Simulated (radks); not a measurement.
# Se⁺ inside a hard spherical wall

One table from this session's results is given with a row withheld; the runs are named, their logs left out.

The numbers are computed with radks (a radial shooting solver on a logarithmic mesh, Libxc functionals) version 1 (scalar-relativistic Kohn-Sham, PBE, spin-polarised, spherical densities, finite nucleus; open shells are filled with parallel spins first), except any that are marked as measured or tabulated.

### What is computed

* element: selenium (Z = 34)
* charge: +1
* electrons: 33
* configuration: [Ar] 3d10 4s2 4p3
* nuclear rms radius: 4.14 fm

The outer shells:

Se⁺
```
[Ar] core
3d [↑↓][↑↓][↑↓][↑↓][↑↓]
4s [↑↓]
4p [↑ ][↑ ][↑ ]
```

The first run:

The run's settings:

```text
Z 34
configuration [Ar] 3d10 4s2 4p3 5s0 4d0 5p0
relativity scalar-relativistic
functional pbe,pbe
spin polarised
nucleus finite rms 4.14 fm
c 137.035999084
```

Steps of the session up to this table: The free atom; Wall at 20 bohr; Wall at 10 bohr; Wall at 8 bohr; Wall at 7 bohr; Wall at 6 bohr; Wall at 5 bohr; Wall at 2.5 bohr.

One of the session's tables, all rows but one given; the rest of the session is left out.

| R (bohr) | E − E(free) (eV) |
| --- | --- |
| free | 0.000 |
| 20 | -0.000 |
| 10 | 0.000 |
| 8 | ? |
| 7 | 0.015 |
| 6 | 0.101 |
| 5 | 0.646 |
| 2.5 | 69.027 |

Q: Estimate the row for R (bohr) = 8 from the others.

Worked estimate for «E − E(free) (eV)». A straight line through the neighbours (10, 0.000) and (7, 0.015) gives 0.000 + (0.015 − 0.000) × (8 − 10) / (7 − 10) = 0.010; a parabola fitted to 4 rows on both sides gives 0.026.

The run gave: E − E(free) (eV): 0.002. In «E − E(free) (eV)» the line misses by +0.008 and the parabola by +0.024. Between these rows the values bend or scatter more than so simple an estimate can follow.

In words: Eigenvalues are for spin up. Shells are not refilled when levels cross, and a hard wall is a model, not a crystal.
